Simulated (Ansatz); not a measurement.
# Au: the cost of one run

Method: DFT LDA, scalar-relativistic, plane waves, PAW, in Ansatz 0.2.0.

This is Au in the bcc structure; at room conditions it is fcc.

1 further run of the same task is left out (it didn't finish).

**1. Starting point**

The structure is cubic, space group Im-3m (No. 229). The conventional cell has a = 3.315 Å, b = 3.315 Å, c = 3.315 Å, α = 90.00°, β = 90.00°, γ = 90.00°. Around Au (site symmetry m-3m) lie 8 Au at 2.87 Å.

Structure file:

```cif
data_structure
_symmetry_space_group_name_H-M 'P 1'
_symmetry_Int_Tables_number 1
_cell_length_a 3.3145
_cell_length_b 3.3145
_cell_length_c 3.3145
_cell_angle_alpha 90.000
_cell_angle_beta 90.000
_cell_angle_gamma 90.000
_cell_volume 36.41
loop_
_atom_site_label
_atom_site_type_symbol
_atom_site_fract_x
_atom_site_fract_y
_atom_site_fract_z
_atom_site_occupancy
Au1 Au 0.50000 0.50000 0.50000 1
Au2 Au 0.00000 0.00000 0.00000 1
```

It goes back to an entry of the Materials Project, which need not be the stable form.

The cell is taken as given, not relaxed at this level.

**2. The undisturbed cell**

The input, input.yaml:

```yaml
crystal:
  lattice:
    - [0.0, -3.314538, 0.0]
    - [-3.314538, 0.0, 0.0]
    - [0.0, 0.0, -3.314538]
  atoms:
    - { symbol: Au, position: [0.5, 0.5, 0.5] }
    - { symbol: Au, position: [0.0, 0.0, 0.0] }
basis:
  ecutwfc: 420
kpoints:
  mp_grid: { grid: [14, 14, 14] }
hamiltonian:
  xc: lda
scf:
  occupations: { method: gaussian, width: 0.15 }
output:
  forces: true
  stress: true
  eigenvalues: true
```

Run with:

```
$ ansatz run input.yaml --threads 2 --pin off --max-ram 5120MiB --backend cpu --events-out ev --progress --plain --runs-dir out
```

**Question.** How long does this run take on 2 threads of Arm Neoverse V1, shared host, and how much memory does it need?

About 2.2 s, with a peak of 0.36 GiB.
